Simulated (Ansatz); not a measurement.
# Mg3ZnC (P1) in Ansatz: convergence with ecutrho ratio

Aim: find how far ecutrho ratio must go before the results for Mg3ZnC settle, at PBE. This setting moves, with any that are tied to it; all else stays.

Program: Ansatz 0.2.0. These are calculated values, not measurements. Logs are shortened: lines on timing, memory, paths and dates and some standing lists are left out, and cuts for length are marked.

## Step 1: The cell of the first run

The typed cell holds 5 atoms: a = 4.407 Å, b = 4.407 Å, c = 4.407 Å, α = 90.00°, β = 90.00°, γ = 90.00°.

The cell comes from a database or a generator and needn't be the stable form of this composition.

The cell isn't the ideal one: atoms moved at random, drawn with an rms of 0.05 Å.

## Step 2: With ecutrho ratio 4

input.yaml

```yaml
crystal:
  lattice:
    - [4.406931, 0.0, 0.0]
    - [0.0, 4.406931, 0.0]
    - [0.0, 0.0, 4.406931]
  atoms:
    - { symbol: Zn, position: [0.014398, 0.000327, 0.004249] }
    - { symbol: Mg, position: [0.504432, 0.005377, 0.495903] }
    - { symbol: Mg, position: [0.509865, 0.501196, 0.001691] }
    - { symbol: Mg, position: [-0.001306, 0.49671, 0.500501] }
    - { symbol: C, position: [0.510421, 0.503841, 0.506439] }
hamiltonian:
  xc: pbe
  pseudopotentials: { kind: paw }
kpoints:
  mp_grid: { grid: [5, 5, 5] }
scf:
  occupations: { method: gaussian, width: 0.05 }
output:
  forces: true
  stress: true
  eigenvalues: true
basis:
  ecutrho_ratio: 4
```

Potentials or basis: Ansatz PAW.

Started as:

```bash
$ ansatz run input.yaml --threads 2 --pin off --max-ram 5632MiB --backend cpu --events-out ev --progress --plain --runs-dir out
```

Wall time 5.2 s (2 threads of Arm Neoverse V2, shared host); peak memory 0.38 GiB.

What came out:

- Free energy: -9340.4315 eV
- Pressure: -0.4 GPa
- Largest force: 0.547 eV/Å
- Band gap on the k mesh: none (metal or under the smearing width)

## Step 3: With ecutrho ratio 5

input.yaml, as its differences from that of step 2:

```diff
@@ -23,2 +23,2 @@
 basis:
-  ecutrho_ratio: 4
+  ecutrho_ratio: 5
```

Potentials or basis: Ansatz PAW.

Started as:

```bash
$ ansatz run input.yaml --threads 2 --pin off --max-ram 5632MiB --backend cpu --events-out ev --progress --plain --runs-dir out
```

Wall time 5.1 s (2 threads of Arm Neoverse V2, shared host); peak memory 0.39 GiB.

Results:

| Quantity | Value |
| --- | --- |
| Free energy | -9340.4315 eV |
| Pressure | -0.4 GPa |
| Largest force | 0.547 eV/Å |
| Band gap on the k mesh | none (metal or under the smearing width) |

## Step 4: With ecutrho ratio 6

input.yaml, as its differences from that of step 3:

```diff
@@ -23,2 +23,2 @@
 basis:
-  ecutrho_ratio: 5
+  ecutrho_ratio: 6
```

Started as:

```bash
$ ansatz run input.yaml --threads 2 --pin off --max-ram 5632MiB --backend cpu --events-out ev --progress --plain --runs-dir out
```

Wall time 5 s (2 threads of Arm Neoverse V2, shared host); peak memory 0.41 GiB.

Results:

| Item | Value |
| --- | --- |
| Free energy | -9340.4315 eV |
| Pressure | -0.4 GPa |
| Largest force | 0.547 eV/Å |
| Band gap on the k mesh | none (metal or under the smearing width) |

## Step 5: With ecutrho ratio 8

input.yaml, as its differences from that of step 4:

```diff
@@ -23,2 +23,2 @@
 basis:
-  ecutrho_ratio: 6
+  ecutrho_ratio: 8
```

Started as:

```bash
$ ansatz run input.yaml --threads 2 --pin off --max-ram 5632MiB --backend cpu --events-out ev --progress --plain --runs-dir out
```

It took 5.2 s on 2 threads of Arm Neoverse V2, shared host; peak memory 0.43 GiB.

The run converged. Its results:

```
Free energy            : -9340.4315 eV
Pressure               : -0.4 GPa
Largest force          : 0.547 eV/Å
Band gap on the k mesh : none (metal or under the smearing width)
```

## Step 6: With ecutrho ratio 10

input.yaml, as its differences from that of step 5:

```diff
@@ -23,2 +23,2 @@
 basis:
-  ecutrho_ratio: 8
+  ecutrho_ratio: 10
```

Potentials or basis: Ansatz PAW.

Started as:

```bash
$ ansatz run input.yaml --threads 2 --pin off --max-ram 5632MiB --backend cpu --events-out ev --progress --plain --runs-dir out
```

Wall time 5.2 s (2 threads of Arm Neoverse V2, shared host); peak memory 0.45 GiB.

Results (log left out):

```yaml
Free_energy: -9340.4315 eV
Pressure: -0.4 GPa
Largest_force: 0.547 eV/Å
Band_gap_on_the_k_mesh: none (metal or under the smearing width)
```

## Step 7: With ecutrho ratio 12

input.yaml, as its differences from that of step 6:

```diff
@@ -23,2 +23,2 @@
 basis:
-  ecutrho_ratio: 10
+  ecutrho_ratio: 12
```

Potentials or basis: Ansatz PAW.

Started as:

```bash
$ ansatz run input.yaml --threads 2 --pin off --max-ram 5632MiB --backend cpu --events-out ev --progress --plain --runs-dir out
```

The log of the run:

```text
Warning: RAYON_NUM_THREADS=2 ignored (pool sized by the plan → 2); use --threads N
Engine: ansatz 0.2.0, aarch64-unknown-linux-gnu
Pseudopotentials: kind: paw
Pseudopotential: Zn, paw, valence charge 12, recommended cutoff 420 eV (normal), Zn.paw.azcp
Pseudopotential: Mg, paw, valence charge 10, recommended cutoff 420 eV (normal), Mg.paw.azcp
Pseudopotential: C, paw, valence charge 4, recommended cutoff 420 eV (normal), C.paw.azcp
Functional definition: PBE
  parameter kappa = 0.804
  parameter beta = 0.06672455060314922
  exchange = pbe_x(kappa = kappa, mu = beta*pi^2/3)
  correlation = pbe_c(beta = beta)
Crystal: 5 atoms, lattice volume = 85.587 Å³
Basis set: ecut = 420 eV, 1743 PW (Γ), exchange–correlation on 108×108×108 points (8 copies of the dense FFT grid, shifted against one another)
Bands: 28, of which v1, the nominal top of the filled ones, is band 23 counted from 1 (22 counted from 0)
Symmetry: 1 space group operations
Space group: P1 (ITA 1), of the structure as read, at distance tolerance 4.4e-5 Å
k-points: 63 of 125 (time reversal used)
Non-local potential: Zn, projectors of the file, l = 0: 2, l = 1: 2, l = 2: 3, l = 3: 1
Non-local potential: Mg, projectors of the file, l = 0: 3, l = 1: 2, l = 2: 1
Non-local potential: C, projectors of the file, l = 0: 2, l = 1: 2, l = 2: 1
PAW form: soft (Blöchl's): semilocal exchange-correlation on the pseudo side does not see the compensation charge
PAW one-centre angular grid: Zn, 590 points (default); XC on 64 Gauss nodes
PAW one-centre angular grid: Mg, 110 points (default); XC on 64 Gauss nodes
PAW one-centre angular grid: C, 110 points (default); XC on 64 Gauss nodes
Initial density: superposition of atomic densities (neutral atoms: chi_scale 0, normalization atom), corrected by the library's trained network
Initial wavefunctions: pseudopotential atomic-orbital guess
Functional: x = pbe(κ = 0.804, μ = 0.2195149727645171), c = pbe(β = 0.06672455060314922)
SCF iter   1: F=—  HF=-9340.432069 eV  |F-HF|=—  |Δ(HF+E_count)|=         —  Δρ=1.64e-3  dr2=3.58e-3  ethr=1.77e-3  ⟨swp⟩=6.2  Hψ=7896  notcnv=0
preconditioner: auto → Resta (q_TF=auto, 2.460 Å⁻¹)  ε∞=6.0  [insulator: Δε(μ)=0.121 eV  Ē_g=8.424 eV  σ=0.050 eV  W_gap=0.91  n_scr=18 (ndim 8)  ℏωp=18.8 eV  f_vac=0.000  D(μ)=1.61/eV (n_scr^D=6)  ε∞_Penn≈6.0]
SCF iter   2: F=—  HF=-9340.431292 eV  |F-HF|=—  |Δ(HF+E_count)|=   7.76e-4  Δρ=9.64e-4  dr2=5.32e-4  ethr=7.78e-6  ⟨swp⟩=1.9  Hψ=2673  notcnv=0
SCF iter   3: F=—  HF=-9340.431430 eV  |F-HF|=—  |Δ(HF+E_count)|=   1.38e-4  Δρ=4.53e-4  dr2=1.73e-4  ethr=1.16e-6  ⟨swp⟩=1.3  Hψ=1794  notcnv=0
SCF iter   4: F=—  HF=-9340.431482 eV  |F-HF|=—  |Δ(HF+E_count)|=   5.13e-5  Δρ=1.05e-4  dr2=6.31e-6  ethr=3.76e-7  ⟨swp⟩=2.0  Hψ=2341  notcnv=0
SCF iter   5: F=—  HF=-9340.431481 eV  |F-HF|=—  |Δ(HF+E_count)|=   6.08e-7  Δρ=4.52e-5  dr2=7.73e-7  ethr=1.37e-8  ⟨swp⟩=2.0  Hψ=2335  notcnv=0
SCF iter   6: F=-9340.431481 eV  HF=-9340.431481 eV  |F-HF|=4.10e-8  |Δ(HF+E_count)|=   1.51e-7  Δρ=1.42e-5  dr2=8.20e-8  ethr=2.17e-10  ⟨swp⟩=6.6  Hψ=7294  notcnv=0
SCF 1 converged in 6 iterations: F = -9340.431481 eV  dr2 = 8.20e-8
SCF converged after 6 iterations
Free energy (F): -9340.431481 eV
Harris-Foulkes:  -9340.431481 eV  (|F-HF|=4.10e-8)
Internal energy: -9340.429767 eV  (E = F + TS)
E sigma→0 (E₀):  -9340.430624 eV
Entropy (-TS):   -0.001714 eV (-0.343 meV/atom)
Fermi energy:    7.026556 eV
--- Per-component energies (eV) ---
  E_band       = -1005.950136
  E_kinetic    = 443.336373
  E_local      = -6498.426480  (includes V_loc(G=0)·N_el)
  E_nonlocal   = 922.548247
  E_hartree    = 2413.942787
  E_xc         = -271.928964
  E_vxc        = -223.181596  (∫ρ·V_xc dr)
  E_paw        = -2798.642902  (= ΣΔE_a)
  E_vpaw       = -478.125305  (= ΣTr[D̂ρ^β])
  E_aug_tail   = 0.000002  (compensation charges beyond the density's cutoff)
  E_ewald      = -3551.258830
  E_smearing   = -0.001714  (= −TS)
  E_closure    = 0.000000  (closes the sum)
  Σ components = -9340.431481   (vs F -9340.431481, Δ=0.00e0)
--- Forces (eV/Å), atoms counted from 1 ---
  atom   1  Zn    -0.06490957     0.00510320    -0.03167720
  atom   2  Mg    -0.00383263    -0.15176502     0.08979245
  atom   3  Mg    -0.06371817     0.03951744     0.11077657
  atom   4  Mg     0.53878468     0.08798387     0.03827861
  atom   5  C     -0.40628066     0.01915540    -0.20715068
  max |Σ_I F_I| component: 4.37e-5 eV/Å
--- Stress (GPa, compression-positive) ---
       -0.246997      -0.006835      -0.002083
       -0.006835      -0.477582      -0.005105
       -0.002084      -0.005105      -0.407659
  P = ⅓ Tr σ = -0.3774 GPa (-3.774 kbar)
--- Band table (eV; the first three rows and the last of 63) ---
  k-point 0: bands = ["-68.3606", "-68.3567", "-68.3552", "-35.1599", "-35.1592", "-35.1585", "-35.1539", "-35.1526", "-35.1522", "-35.0270", "-35.0260", "-35.0252", "-3.5831", "-0.0408", "-0.0404", "0.0129", "0.0130", "0.0133", "1.8896", "4.4628", "4.4642", "4.4687", "8.7464", "8.7483", "9.7875", "9.7879", "9.7914", "12.4522"]
  k-point 1: bands = ["-68.3603", "-68.3569", "-68.3553", "-35.1594", "-35.1587", "-35.1577", "-35.1544", "-35.1527", "-35.1524", "-35.0277", "-35.0270", "-35.0248", "-3.4479", "-0.0373", "-0.0287", "0.0034", "0.0036", "0.0141", "1.5868", "4.4314", "4.6139", "4.6222", "7.8519", "9.0211", "9.3353", "9.3468", "10.5889", "13.2492"]
  k-point 2: bands = ["-68.3595", "-68.3575", "-68.3555", "-35.1583", "-35.1577", "-35.1560", "-35.1555", "-35.1539", "-35.1521", "-35.0292", "-35.0275", "-35.0248", "-3.1932", "-0.0323", "-0.0301", "-0.0117", "-0.0115", "0.0157", "1.0419", "4.8222", "4.9052", "4.9301", "6.3962", "8.5783", "8.5800", "9.8015", "11.6360", "12.4719"]
  k-point 62: bands = ["-68.3593", "-68.3571", "-68.3560", "-35.1630", "-35.1611", "-35.1605", "-35.1521", "-35.1486", "-35.1474", "-35.0418", "-35.0230", "-35.0180", "-2.9973", "-0.0277", "-0.0107", "-0.0061", "0.0036", "0.0144", "1.5288", "3.5145", "4.3531", "5.1416", "6.9138", "6.9662", "8.7684", "10.9549", "11.4955", "11.8579"]
```

Run time: 5.4 s. Hardware: 2 threads of Arm Neoverse V2, shared host; peak memory 0.48 GiB.

Results:

```yaml
Free_energy: -9340.4315 eV
Pressure: -0.4 GPa
Largest_force: 0.547 eV/Å
Band_gap_on_the_k_mesh: none (metal or under the smearing width)
```

## Step 8: Result

| ecutrho ratio | energy less the tightest run, at zero smearing (meV/atom) | SCF cycles | CPU time (s) | peak memory (GiB) |
| --- | --- | --- | --- | --- |
| 4 | 0.00 | 7 | 10 | 0.38 |
| 5 | 0.00 | 6 | 10 | 0.39 |
| 6 | 0.00 | 6 | 9.8 | 0.41 |
| 8 | 0.00 | 7 | 10 | 0.43 |
| 10 | 0.00 | 6 | 10 | 0.45 |
| 12 | 0.00 | 6 | 11 | 0.48 |

Against the tightest run, the energy stays within 1 meV/atom from 4 on. The tightest run that finished is the yardstick and may itself not be fully converged.
